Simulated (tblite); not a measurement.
# F3H3NOSi2: the cost of one run

Computed with tblite 0.8.0 and PySCF 2.14.0; each step states its level. No surroundings beyond the atoms listed, unless a continuum is named. Atoms count from 0, parts from 1.

## Step 1: The system as given

10 atoms, charge 0, multiplicity 2; geometry: distance geometry start.

## Step 2: Geometry optimisation with GFN2-xTB

The job: settings as JSON, then the geometry in Å.

```
{"job": {"kind": "relax", "xc": "GFN2-xTB", "basis": "xTB"}, "charge": 0, "multiplicity": 2}
Si    -0.872464    -0.011360    -0.636575
N     -2.248780    -1.046033    -0.110830
O      0.480606    -0.480645     0.279221
Si     1.894020     0.300254    -0.116971
F      1.735056     1.926902    -0.486494
F      2.924902     0.137625     1.235035
F      2.696228    -0.564825    -1.362537
H     -1.225110     1.402910    -0.457355
H     -2.267098    -1.077622     0.936224
H     -3.124190    -0.537377    -0.397639
```

With the program's defaults for keys left out, this is: GFN2-xTB geometry optimisation, gas phase.

Run with:

```console
> OMP_NUM_THREADS=1 python cluster_run.py task.json out
```

One launch serves the whole session: the jobs run in the order shown.

Q: Estimate the wall time of this first job on 1 thread of Arm Neoverse V1, shared host.

About 1.7 s.
